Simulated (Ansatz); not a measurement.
# FH5N2OSi: up Jacob's ladder to CCSD(T)

The task here is to estimate one member of a computed series from the others.

Computed with Ansatz 0.2.0, Gaussian basis. Level: functionals in def2-TZVPP, the program's frozen cores in correlated methods.

The runs, in order: LDA (SPW92), PBE-D4, revPBE-D4, BLYP-D4, r2SCAN-D4, B97M-V, PBE0-D4, B3LYP-D4, r2SCANh-D4, r2SCAN0-D4, HSE06-D4, BHLYP-D4, CAM-B3LYP-D4, LC-ωPBE, ωB97X-V, ωB97M-V, B2PLYP, PBE-QIDH; CCSD(T)/def2-SVP; CCSD(T)/def2-TZVPP; MP2/def2-QZVPP; extrapolation to the limit; RPA on PBE.

## Structure used throughout

An earlier PBE0-D4 in a triple-zeta def2 set relaxation fixed the geometry.

SMILES `N[Si](N)(O)F`, 10 atoms, charge 0, spin multiplicity 1.

Atoms are counted from 1 here; the program's logs count them from 0.

Bond lengths: N1–Si2 1.685 Å, N1–H6 1.004 Å, N1–H7 1.005 Å, Si2–N3 1.695 Å, Si2–O4 1.637 Å, Si2–F5 1.605 Å, N3–H8 1.005 Å, N3–H9 1.005 Å, O4–H10 0.958 Å. Angles: Si2–N1–H6 122.0°, Si2–N1–H7 121.9°, H6–N1–H7 113.3°, N1–Si2–N3 109.0°, N1–Si2–O4 103.8°, N1–Si2–F5 116.8°, N3–Si2–O4 119.6°, N3–Si2–F5 102.6°, O4–Si2–F5 105.7°, Si2–N3–H8 121.3°, Si2–N3–H9 121.7°, H8–N3–H9 112.5°, Si2–O4–H10 116.8°.

Set-up of the first run:

The input, in.yaml:

```yaml
crystal:
  periodic: [false, false, false]
  atoms:
    - {symbol: N, position_ang: [-0.415753, 1.495419, -0.024829]}
    - {symbol: Si, position_ang: [0.063393, -0.096398, -0.298275]}
    - {symbol: N, position_ang: [-0.488663, -1.065147, 0.977805]}
    - {symbol: O, position_ang: [1.670979, 0.022602, -0.585141]}
    - {symbol: F, position_ang: [-0.553869, -0.827115, -1.586609]}
    - {symbol: H, position_ang: [-1.328326, 1.723125, 0.327296]}
    - {symbol: H, position_ang: [0.046591, 2.271965, -0.464079]}
    - {symbol: H, position_ang: [-0.741180, -2.027080, 0.831054]}
    - {symbol: H, position_ang: [-0.238858, -0.873712, 1.932481]}
    - {symbol: H, position_ang: [2.068785, -0.674859, -1.106904]}
basis:
  gaussian: {orbitals: def2-TZVPP}
hamiltonian: {xc: lda}
output: {orbitals: {seedname: orbitals}}
```

Steps of the session up to this table: LDA; PBE-D4 (GGA); revPBE-D4 (GGA); BLYP-D4 (GGA); r2SCAN-D4 (meta-GGA); B97M-V (meta-GGA); PBE0-D4 (hybrid); B3LYP-D4 (hybrid); r2SCANh-D4 (hybrid); r2SCAN0-D4 (hybrid); HSE06-D4 (hybrid); BHLYP-D4 (hybrid); CAM-B3LYP-D4 (range-separated); LC-ωPBE-D4 (range-separated; the results give it without D4); ωB97X-V (range-separated); ωB97M-V (range-separated); B2PLYP (double hybrid); PBE-QIDH (double hybrid).

One of the session's tables, all rows but one given; the rest of the session is left out.

It belongs to the step «Orbital energies across the functionals». 

```
  functional  HOMO (eV)  LUMO (eV)  gap (eV)
 LDA (SPW92)      -6.32      -0.23      6.09
      PBE-D4      -6.13      -0.10      6.03
   revPBE-D4      -6.06      -0.03      6.03
     BLYP-D4      -6.02      -0.16      5.86
   r2SCAN-D4      -6.46       0.64      7.10
      B97M-V      -6.54       0.12      6.67
     PBE0-D4      -7.67       0.74      8.41
    B3LYP-D4          ?          ?         ?
  r2SCANh-D4      -7.04       0.88      7.92
  r2SCAN0-D4      -7.90       1.23      9.14
    HSE06-D4      -7.26       0.38      7.64
    BHLYP-D4      -9.12       1.33     10.45
CAM-B3LYP-D4      -9.15       1.48     10.63
     LC-ωPBE     -10.60       2.85     13.45
     ωB97X-V     -10.19       2.62     12.82
     ωB97M-V     -10.10       2.15     12.25
```

Q: Estimate the row for B3LYP-D4 from the others.

Worked estimate for «HOMO (eV)». Against the share of exact exchange, BLYP-D4 (0, -6.02), BHLYP-D4 (0.5, -9.12) give a slope of -6.20 per unit share; at 0.2 the line stands at -7.26.

**Answer.** HOMO (eV): -7.41; LUMO (eV): 0.36; gap (eV): 7.77. In «HOMO (eV)» the line misses by +0.15.
